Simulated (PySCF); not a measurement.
# C3H5B: the cost of one run

Computed with PySCF 2.14.0, with density-fitted response routines of our own, on a single molecule in the gas phase. Atoms are numbered from 0 throughout.

## 1. The molecule as given

9 atoms, charge 0, multiplicity 1; geometry from: PBE0-D3(BJ)/def2-SVP.

Bonds of the start (Å): B0–C1 1.57, C1–C2 1.45, C2–C3 1.21, B0–H4 1.21, B0–H5 1.21, C1–H6 1.11, C1–H7 1.11, C3–H8 1.07.

## 2. Indirect couplings: B3LYP/def2-TZVP

What the job is given:

```
{"job": {"kind": "j", "xc": "B3LYP", "basis": "def2-TZVP"}, "charge": 0, "multiplicity": 1}
B     -1.337894     0.707224     0.100659
C     -0.379529    -0.528557     0.006541
C      1.050866    -0.287380    -0.062552
C      2.240771    -0.067744    -0.114829
H     -0.937501     1.843297     0.027408
H     -2.522130     0.495579     0.227714
H     -0.627509    -1.220482     0.834832
H     -0.725419    -1.084541    -0.890939
H      3.296094     0.125607    -0.162292
```

Method: B3LYP/def2-TZVP indirect spin-spin coupling, non-relativistic, gas phase.

Launch:

```sh
$ OMP_NUM_THREADS=1 python probes_run.py task.json out
```

This one command runs all jobs of the session in turn.

Q: Estimate the wall time and peak memory of this first job on 1 thread of Arm Neoverse N1, shared host.

About 25 s, with a peak of 0.63 GiB.
